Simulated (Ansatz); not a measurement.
# C3H7BFN: the cost of one run

Program: Ansatz 0.2.0. Level of theory: RKS LDA/def2-SVP. These are calculated values, not measurements.

## Step 1: The system as given

Bond lengths: N1–C2 1.224 Å, C2–B3 1.560 Å, B3–C4 1.638 Å, C4–C5 1.473 Å, C5–F6 1.399 Å, N1–H7 1.067 Å, C2–H8 1.058 Å, B3–H9 1.160 Å, C4–H10 1.054 Å, C4–H11 1.179 Å, C5–H12 1.102 Å, C5–H13 1.104 Å. Angles (14 of 19 angles, heavy atoms first): N1–C2–B3 120.8°, C2–B3–C4 122.1°, B3–C4–C5 114.5°, C4–C5–F6 112.5°, N1–C2–H8 120.3°, B3–C2–H8 118.9°, C2–N1–H7 124.2°, C2–B3–H9 119.7°, C4–B3–H9 118.1°, B3–C4–H10 108.8°, B3–C4–H11 103.3°, C5–C4–H10 113.0°, C5–C4–H11 108.7°, C4–C5–H12 111.3°.

Coordinates:

```xyz
13

N    -1.9180    1.9999    0.5536
C    -1.3797    0.9022    0.4978
B    -0.3537    0.5729   -0.6308
C     0.4528   -0.8518   -0.6859
C     1.3842   -1.0698    0.4343
F     0.7352   -1.0907    1.6732
H    -1.7463    2.7888   -0.1442
H    -1.5753    0.1727    1.2388
H    -0.1048    1.3733   -1.4329
H     0.9149   -0.9452   -1.6290
H    -0.4093   -1.6539   -0.6214
H     1.9359   -2.0161    0.3179
H     2.0847   -0.2170    0.4434
```

## Step 2: End point A

The input, input.yaml:

```yaml
crystal:
  periodic: [false, false, false]
  atoms:
    - { symbol: "N", position_ang: [-1.918, 1.9999, 0.5536] }
    - { symbol: C, position_ang: [-1.3797, 0.9022, 0.4978] }
    - { symbol: B, position_ang: [-0.3537, 0.5729, -0.6308] }
    - { symbol: C, position_ang: [0.4528, -0.8518, -0.6859] }
    - { symbol: C, position_ang: [1.3842, -1.0698, 0.4343] }
    - { symbol: F, position_ang: [0.7352, -1.0907, 1.6732] }
    - { symbol: H, position_ang: [-1.7463, 2.7888, -0.1442] }
    - { symbol: H, position_ang: [-1.5753, 0.1727, 1.2388] }
    - { symbol: H, position_ang: [-0.1048, 1.3733, -1.4329] }
    - { symbol: H, position_ang: [0.9149, -0.9452, -1.629] }
    - { symbol: H, position_ang: [-0.4093, -1.6539, -0.6214] }
    - { symbol: H, position_ang: [1.9359, -2.0161, 0.3179] }
    - { symbol: H, position_ang: [2.0847, -0.217, 0.4434] }
basis:
  gaussian: { orbitals: def2-SVP }
hamiltonian:
  xc: lda
relax:
  f_tol: 0.015
  max_steps: 40
```

Run with:

```bash
$ ansatz run input.yaml --threads 2 --pin off --max-ram 3072MiB --backend cpu --events-out ev --progress --plain --runs-dir out
```

Q: Estimate wall time and peak memory on 2 threads of Arm Neoverse V1, shared host.

About 51 s, with a peak of 0.15 GiB.
